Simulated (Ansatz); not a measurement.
# NbTe: the cost of one run

Program: Ansatz 0.2.0. Level of theory: DFT PBE, plane waves, PAW, scalar-relativistic, no spin polarisation. These are calculated values, not measurements.

### 1 The system as given

The cell holds 8 atoms (Nb4Te4): a = 6.016 Å, b = 4.762 Å, c = 7.228 Å, α = 91.78°, β = 85.82°, γ = 76.30°.

As a file:

```xyz
8
Lattice="5.9270 1.0290 -0.0020 0.3200 4.7514 -0.0497 0.5702 -0.1882 7.2030" Properties=species:S:1:pos:R:3 pbc="T T T"
Te    4.1841    2.3264    4.4174
Te    4.3767    3.6289    6.8615
Te    2.9637    4.7423    3.6179
Te    5.9745    5.4365    0.2744
Nb    6.1440    4.6307    4.6201
Nb    5.5392    3.1135    1.9678
Nb    2.6116    2.3603    1.9238
Nb    2.2996    1.1997    6.3297
```

### 2 The run

input.yaml reads:

```yaml
crystal:
  lattice:
    - [5.926971, 1.028978, -0.001995]
    - [0.320011, 4.751353, -0.04969]
    - [0.570227, -0.188173, 7.203042]
  atoms:
    - { symbol: Te, position: [0.626248, 0.378405, 0.616053] }
    - { symbol: Te, position: [0.610177, 0.669535, 0.957375] }
    - { symbol: Te, position: [0.400798, 0.931444, 0.508815] }
    - { symbol: Te, position: [0.952978, 0.939598, 0.044837] }
    - { symbol: Nb, position: [0.931241, 0.798555, 0.647176] }
    - { symbol: Nb, position: [0.882292, 0.475182, 0.276718] }
    - { symbol: Nb, position: [0.391825, 0.422599, 0.270103] }
    - { symbol: Nb, position: [0.291173, 0.224296, 0.880377] }
kpoints:
  mp_grid: { grid: [3, 3, 2] }
magnetization:
  spin_polarized: false
scf:
  occupations: { method: gaussian, width: 0.1 }
hamiltonian:
  pseudopotentials: { kind: paw }
  xc: pbe
basis:
  ecutwfc: 420
md:
  timestep: 1.0
  n_steps: 30
  ensemble: nve
  temperature: 100.0
  initial_velocities: maxwell_boltzmann
  seed: 59747
```

The run is started by

```console
ansatz run input.yaml --threads 2 --pin off --max-ram 2560MiB --backend cpu --events-out ev --progress --plain --runs-dir out
```

What time and memory should one allow on 2 threads of Arm Neoverse V2, shared host?

About 93 s, with a peak of 0.58 GiB.
